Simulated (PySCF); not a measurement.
# [Eu(H2O)2]3+: other functionals and bases at one geometry

An exercise on one series of results from a longer session: the logs are not shown, and one member is left open.

Program: PySCF 2.14.0. Level of theory: several levels, as the steps say, no spin–orbit coupling. These are calculated values, not measurements.

2 further runs of the same task are left out: 2 for a known fault of the program.

## The starting structure

7 atoms, charge 3, spin multiplicity 1.

Bond lengths: Eu1–O2 2.256 Å, Eu1–O5 2.256 Å, O2–H3 1.006 Å, O2–H4 1.004 Å, O5–H6 1.006 Å, O5–H7 1.005 Å. Angles: O2–Eu1–O5 110.9°, Eu1–O2–H3 127.7°, Eu1–O2–H4 129.7°, H3–O2–H4 102.5°, Eu1–O5–H6 127.8°, Eu1–O5–H7 129.7°, H6–O5–H7 102.5°.

As a file:

```xyz
7

Eu    1.1027    0.1124   -0.0046
O    -0.1682    0.0349    1.8583
H     0.0886    0.3114    2.7905
H    -1.1090   -0.2954    1.9803
O    -0.1718   -0.0706   -1.8570
H     0.0965   -0.4330   -2.7558
H    -1.1240    0.2094   -2.0117
```

Formal oxidation states: Eu +3. Each metal's 6 4f electrons lie in its core potential, so multiplicities, spins and levels count the valence alone. An earlier session relaxed this geometry at PBE, Eu lcecp-1-SVP with ECP52, O def2-SVP, H def2-SVP (singlet, point group C1).

At PBE on the finer grid: E = -186.707882 Eh, HOMO -24.60 eV, LUMO -19.47 eV, Mulliken charge on Eu1 +2.13 e, largest force component 0.017 eV/Å. 

Levels to run: r2SCAN; HF; wB97X; BP86; PBE, TZVP. Hardware: 2 threads of Arm Neoverse V1, shared host.

The first run:

Input file run.py (the lines that set the calculation):

```python
mol = gto.M(atom='''
Eu     1.10275     0.11242    -0.00456
O     -0.16821     0.03488     1.85828
H      0.08855     0.31142     2.79049
H     -1.10895    -0.29536     1.98032
O     -0.17175    -0.07056    -1.85702
H      0.09652    -0.43302    -2.75579
H     -1.12397     0.20942    -2.01171''',
    basis={'Eu': 'lcecp-1-SVP', 'O': 'def2-SVP', 'H': 'def2-SVP'},
    ecp={'Eu': 'lcecp-1-SVP'},
    charge=3, spin=0)
mf = dft.RKS(mol, xc='R2SCAN')
mf.grids.atom_grid = (75, 302)  # f atoms: unpruned, at least (60, 302)
mf = mf.density_fit()  # fitting sets: Eu AutoAux, O def2-universal-JKFIT, H def2-universal-JKFIT
mf.conv_tol = 1e-08; mf.max_cycle = 55
mf.kernel(dm0)  # dm0: the density of the relaxed state
```

Run with:

```
OMP_NUM_THREADS=2 python run.py
```

Among the steps run: r2SCAN; HF; wB97X; BP86; PBE, TZVP.

One of the session's tables, all rows but one given; the rest of the session is left out.

```
             level  HOMO (eV)  gap (eV)  charge on Eu1 (e)  dipole (D)  largest force component (eV/Å)
PBE (relaxed here)     -24.60      5.13               2.13        3.32                            0.02
            r2SCAN          ?         ?                  ?           ?                               ?
                HF     -30.92     15.93               2.46        2.35                            1.79
             wB97X     -28.84     12.83               2.27        2.78                            0.60
              BP86     -24.70      5.23               2.14        3.29                            0.05
         PBE, TZVP     -24.61      5.20               2.32        3.30                            0.26
```

Estimate the missing values for r2SCAN.

As computed: HOMO (eV): -24.94; gap (eV): 5.98; charge on Eu1 (e): 2.23; dipole (D): 3.06; largest force component (eV/Å): 0.37. In the column «HOMO (eV)» it lies between wB97X (-28.84) and BP86 (-24.70).

The dipole of a charged species depends on the origin, so these sizes hold for this origin alone.

In one basis the HOMO–LUMO gap runs from 5.13 eV (PBE) to 15.93 eV (HF). The largest leftover force, 1.79 eV/Å with HF, stands at a geometry relaxed at another level. With 4f in the core, its levels are missing from HOMO and gap, and its count is fixed, so no charge can pass from the ligands into it. Total energies of different levels can't be compared.
